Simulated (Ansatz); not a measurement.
# HgTe: the cost of one run

Computed with Ansatz 0.2.0 (DFT PBEsol, scalar-relativistic, plane waves, PAW, unless a step's input says otherwise).

2 further runs of the same task are left out: 2 set aside as unsound or not needed.

## Step 1: The system as given

The structure is tetragonal, space group I-4m2 (No. 119). The conventional cell has a = 5.804 Å, b = 5.804 Å, c = 3.161 Å, α = 90.00°, β = 90.00°, γ = 90.00°. Around Hg (site symmetry -4m2) lie 4 Te at 3.01 Å and 2 Hg at 3.16 Å. Te (site symmetry -4m2) has 4 Hg at 3.01 Å and 2 Te at 3.16 Å in its first shell of neighbours.

As a file:

```
CELL_PARAMETERS angstrom
0.00000 0.00000 -6.32297
-5.80395 0.00000 -3.16149
0.00000 5.80395 -3.16149
ATOMIC_POSITIONS crystal
Hg 0.87500 0.00000 0.50000
Hg 0.37500 0.00000 0.50000
Hg 0.62500 0.50000 0.00000
Hg 0.12500 0.50000 0.00000
Te 0.25000 0.50000 0.50000
Te 0.75000 0.50000 0.50000
Te 0.00000 0.00000 0.00000
Te 0.50000 0.00000 0.00000
```

It goes back to an entry of the Materials Project, which need not be the stable form.

It is built from the cell relaxed beforehand with the same method (26.62 Å³/atom).

## Step 2: The undisturbed cell

The input, input.yaml:

```yaml
crystal:
  lattice:
    - [0.0, 0.0, -6.3229733109]
    - [-5.8039495467, 0.0, -3.1614866555]
    - [0.0, 5.8039495467, -3.1614866555]
  atoms:
    - { symbol: Hg, position: [0.875, 0.0, 0.5] }
    - { symbol: Hg, position: [0.375, 0.0, 0.5] }
    - { symbol: Hg, position: [0.625, 0.5, 0.0] }
    - { symbol: Hg, position: [0.125, 0.5, 0.0] }
    - { symbol: Te, position: [0.25, 0.5, 0.5] }
    - { symbol: Te, position: [0.75, 0.5, 0.5] }
    - { symbol: Te, position: [0.0, 1.0, 0.0] }
    - { symbol: Te, position: [0.5, 1.0, 0.0] }
basis:
  ecutwfc: 420
kpoints:
  mp_grid: { grid: [8, 8, 8] }
hamiltonian:
  xc: pbesol
scf:
  occupations: { method: gaussian, width: 0.15 }
output:
  forces: true
  stress: true
  eigenvalues: true
  write_density: true
  write_potential: true
  elf: true
  volumetric_format: npy
```

Run with:

```bash
$ ansatz run input.yaml --threads 2 --pin off --max-ram 5120MiB --backend cpu --events-out ev --progress --plain --runs-dir out
```

Q: Estimate wall time and peak memory on 2 threads of Arm Neoverse V2, shared host.

About 63 s, with a peak of 0.99 GiB.
